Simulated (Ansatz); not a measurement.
Run this with Ansatz's Python interface and show what comes out.

`run_xc.py`
```python
"""Functional comparison for Ta2C (totals differ with the potentials too)."""

import ansatz as az
from tabulate import tabulate


def main() -> None:
    system = (
        az.Lattice.from_parameters(3.1059, 3.1059, 4.9464, alpha=90, beta=90, gamma=120)
        .space_group(164)
        .atom("Ta", (1 / 3, 2 / 3, 0.25201))
        .atom("C", (0.0, 0.0, 0.0))
    )

    model = system.calculation()
    model = model.kpoints(12, 12, 7)
    model = model.occupations("Fermi-Dirac", width=50 * az.meV).basis(450)

    rows = []
    for value in ["lda", "blyp", "pbesol"]:
        summary = model.functional(value).run(threads=1).report
        rows.append((value, summary["free_energy_ev"] / len(summary["lattice"]["sites"]), summary["n_iterations"], summary["n_kpoints"]))

    print(tabulate(rows, headers=["functional", "F/atom (eV)", "iterations", "k-points"], floatfmt=".4f", tablefmt="simple"))


if __name__ == "__main__":
    main()
```

```console
$ python run_xc.py
functional      F/atom (eV)    iterations    k-points
------------  -------------  ------------  ----------
lda              -6536.7105             6         112
blyp             -6721.8560             7         112
pbesol           -6620.5584             6         112
```

What to keep in mind:
- Spin is left out of this run.
- BLYP can be off by several per cent in the lattices of metals, and by several GPa in the pressure at a fixed cell.
- Spin-orbit coupling, which matters for elements this heavy, is left out.
- The structure is a deposited one; some such entries were measured under pressure or heat, so a shift against it needn't be the functional's error alone.
- Total energies of different functionals can't be compared; pressures, moments and gaps at this one structure can.
- Timing: 14 s on 1 thread of Intel(R) Xeon(R) Processor @ 2.30GHz, on a shared host, peak memory 0.54 GiB.
